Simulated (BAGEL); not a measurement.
# AlH3S2O (SMILES [OH][Al]([SH])[SH]) at B3LYP/6-31G(d) (density fitting with qzvpp-jkfit, spherical functions)

Aim: the energy change on altering one bond length of AlH3S2O at B3LYP/6-31G* (density fitting with qzvpp-jkfit, spherical functions), from 2 runs. 

The results are computed with BAGEL 1.2.2.

## 1. The molecule

The species is AlH3S2O (7 atoms), meant as a singlet with charge 0. As SMILES, `[OH][Al]([SH])[SH]`. The coordinates come from a PBE0-D4/def2-TZVP relaxation. This is one conformer, not always the lowest.

Bond lengths: O1–Al2 1.685 Å, Al2–S3 2.173 Å, Al2–S4 2.182 Å, O1–H5 0.955 Å, S3–H6 1.344 Å, S4–H7 1.343 Å. Angles: O1–Al2–S3 115.7°, O1–Al2–S4 120.2°, S3–Al2–S4 124.1°, Al2–O1–H5 125.4°, Al2–S3–H6 93.2°, Al2–S4–H7 93.9°.

## 2. The energy at B3LYP/6-31G(d) (density fitting with qzvpp-jkfit, spherical functions)

Contents of calc.json:

```json
{ "bagel": [

{
  "title": "molecule",
  "basis": "6-31gs.json",
  "df_basis": "qzvpp-jkfit",
  "angstrom": "true",
  "geometry": [
    { "atom": "O", "xyz": [   -1.985100,    0.181200,    0.466200 ] },
    { "atom": "Al", "xyz": [   -0.338900,    0.027200,    0.141900 ] },
    { "atom": "S", "xyz": [    0.965600,    0.014800,    1.879700 ] },
    { "atom": "S", "xyz": [    0.363100,   -0.144100,   -1.916700 ] },
    { "atom": "H", "xyz": [   -2.678100,    0.202700,   -0.190400 ] },
    { "atom": "H", "xyz": [    2.078300,   -0.118200,    1.138300 ] },
    { "atom": "H", "xyz": [    1.656500,   -0.231700,   -1.564700 ] }
  ]
},
{ "title": "ks", "xc_func": "b3lyp" },
{ "title": "print", "file": "orbitals.molden", "orbitals": "true" }

]}
```

The basis set 6-31G* is read from a file made from the Basis Set Exchange's data (not shown).

On the command line:

```
$ BAGEL_NUM_THREADS=1 BAGEL calc.json > calc.out
```

Standard output:

```text
* using 1 threads per process

  ===============================================================
  ===============================================================

  *** Geometry ***

  { "atom" : "O", "xyz" : [     -3.751295,      0.342418,      0.880990 ] },
  { "atom" : "Al", "xyz" : [     -0.640428,      0.051401,      0.268152 ] },
  { "atom" : "S", "xyz" : [      1.824720,      0.027968,      3.552118 ] },
  { "atom" : "S", "xyz" : [      0.686160,     -0.272310,     -3.622038 ] },
  { "atom" : "H", "xyz" : [     -5.060876,      0.383047,     -0.359804 ] },
  { "atom" : "H", "xyz" : [      3.927418,     -0.223366,      2.151075 ] },
  { "atom" : "H", "xyz" : [      3.130331,     -0.437850,     -2.956854 ] },

  Number of auxiliary basis functions:      515

  Since a DF basis is specified, we compute 2- and 3-index integrals:
    o Being stored without compression. Storage requirement is 0.023 GB

  Number of basis functions:       74
  Number of electrons      :       56

    * METHOD: MOLECULE                             0.27

  *** Kohn-Sham DFT ***

    * Removing 12117 points whose weight is below 1.00e-10
    * Grid points: 92225

  === Nuclear Repulsion ===
   246.6829191007

       - DIIS with orbital gradients will be used.

  === KS iteration (b3lyp / 6-31gs.json) ===
      0      -1098.61296061          0.12818771           0.34
      1      -1103.35688777          0.09113841           0.32
      2      -1096.01748313          0.12131402           0.32
      3      -1113.11875161          0.06951923           0.32
      4      -1115.65207765          0.02341809           0.32
      5      -1115.95341185          0.00424792           0.33
      6      -1115.96458105          0.00292212           0.32
      7      -1115.96788190          0.00075396           0.32
      8      -1115.96827966          0.00022110           0.32
      9      -1115.96829982          0.00016380           0.31
     10      -1115.96831417          0.00001323           0.32
     11      -1115.96831429          0.00000534           0.32
     12      -1115.96831430          0.00000205           0.32
     13      -1115.96831431          0.00000122           0.32
     14      -1115.96831431          0.00000038           0.32
     15      -1115.96831431          0.00000007           0.32
     16      -1115.96831431          0.00000005           0.32
     17      -1115.96831431          0.00000001           0.32
    * SCF iteration converged.

    * Permanent dipole moment:
           (   -0.145649,     0.041001,     0.530494) a.u.

    * METHOD: KS                                   6.22

    * METHOD: PRINT                                0.01

  ===============================================================
```

Run time: 6.9 s. Hardware: 1 thread of Arm Neoverse V1, shared host; peak memory 0.37 GiB.

## 3. The distorted shape

Contents of dft.json:

```json
{ "bagel": [

{
  "title": "molecule",
  "basis": "6-31gs.json",
  "df_basis": "qzvpp-jkfit",
  "angstrom": "true",
  "geometry": [
    { "atom": "O", "xyz": [   -2.179112,    0.194340,    0.413399 ] },
    { "atom": "Al", "xyz": [   -0.532912,    0.040340,    0.089099 ] },
    { "atom": "S", "xyz": [    0.771588,    0.027940,    1.826899 ] },
    { "atom": "S", "xyz": [    0.169088,   -0.130960,   -1.969501 ] },
    { "atom": "H", "xyz": [   -2.872112,    0.215840,   -0.243201 ] },
    { "atom": "H", "xyz": [    1.884288,   -0.105060,    1.085499 ] },
    { "atom": "H", "xyz": [    1.656500,   -0.231700,   -1.564700 ] }
  ]
},
{ "title": "ks", "xc_func": "b3lyp" },
{ "title": "print", "file": "orbitals.molden", "orbitals": "true" }

]}
```

The basis set 6-31G* is read from a file made from the Basis Set Exchange's data (not shown).

On the command line:

```
$ BAGEL_NUM_THREADS=1 BAGEL dft.json > dft.out
```

Standard output:

```text
* using 1 threads per process

  ===============================================================
  ===============================================================

  *** Geometry ***

  { "atom" : "O", "xyz" : [     -4.117925,      0.367249,      0.781211 ] },
  { "atom" : "Al", "xyz" : [     -1.007058,      0.076232,      0.168373 ] },
  { "atom" : "S", "xyz" : [      1.458090,      0.052799,      3.452339 ] },
  { "atom" : "S", "xyz" : [      0.319530,     -0.247479,     -3.721817 ] },
  { "atom" : "H", "xyz" : [     -5.427505,      0.407878,     -0.459583 ] },
  { "atom" : "H", "xyz" : [      3.560788,     -0.198535,      2.051296 ] },
  { "atom" : "H", "xyz" : [      3.130331,     -0.437850,     -2.956854 ] },

  Number of auxiliary basis functions:      515

  Since a DF basis is specified, we compute 2- and 3-index integrals:
    o Being stored without compression. Storage requirement is 0.023 GB

  Number of basis functions:       74
  Number of electrons      :       56

    * METHOD: MOLECULE                             0.28

  *** Kohn-Sham DFT ***

    * Removing 11966 points whose weight is below 1.00e-10
    * Grid points: 92376

  === Nuclear Repulsion ===
   245.7202038728

       - DIIS with orbital gradients will be used.

  === KS iteration (b3lyp / 6-31gs.json) ===
      0      -1098.50568272          0.12794891           0.33
      1      -1103.58849685          0.09187241           0.32
      2      -1095.62866053          0.11967323           0.32
      3      -1112.57122217          0.07546254           0.32
      4      -1115.73324875          0.01585290           0.32
      5      -1115.93178318          0.00591091           0.32
      6      -1115.94305162          0.00361749           0.32
      7      -1115.95547612          0.00067570           0.32
      8      -1115.95564728          0.00021248           0.32
      9      -1115.95566019          0.00017561           0.32
     10      -1115.95567941          0.00002609           0.32
     11      -1115.95567971          0.00000227           0.32
     12      -1115.95567971          0.00000087           0.32
     13      -1115.95567971          0.00000020           0.33
     14      -1115.95567971          0.00000008           0.32
     15      -1115.95567971          0.00000003           0.33
     16      -1115.95567971          0.00000001           0.33
    * SCF iteration converged.

    * Permanent dipole moment:
           (   -0.101446,     0.038002,     0.542336) a.u.

    * METHOD: KS                                   5.91

    * METHOD: PRINT                                0.01

  ===============================================================
```

It took 6.6 s on 1 thread of Arm Neoverse V1, shared host; peak memory 0.37 GiB.

## 4. Outcome

Level: B3LYP/6-31G* (density fitting with qzvpp-jkfit, spherical functions).

| quantity | value |
| --- | --- |
| first shape: total energy | -1115.96831 Eh |
| first shape: dipole moment | 1.40 D |
| first shape: HOMO energy | -7.35 eV |
| first shape: LUMO energy | -0.78 eV |
| first shape: HOMO–LUMO gap | 6.57 eV |
| distorted shape: total energy | -1115.95568 Eh |
| distorted shape: dipole moment | 1.41 D |
| distorted shape: HOMO energy | -7.34 eV |
| distorted shape: LUMO energy | -1.28 eV |
| distorted shape: HOMO–LUMO gap | 6.06 eV |
| energy change with the S4–H7 bond stretched from 1.343 to 1.545 Å | 0.344 eV |

**Reading.** With the S4–H7 bond stretched from 1.343 to 1.545 Å the energy rises by 0.34 eV (7.9 kcal/mol). The first shape isn't relaxed at this level, so the change isn't measured from a minimum.
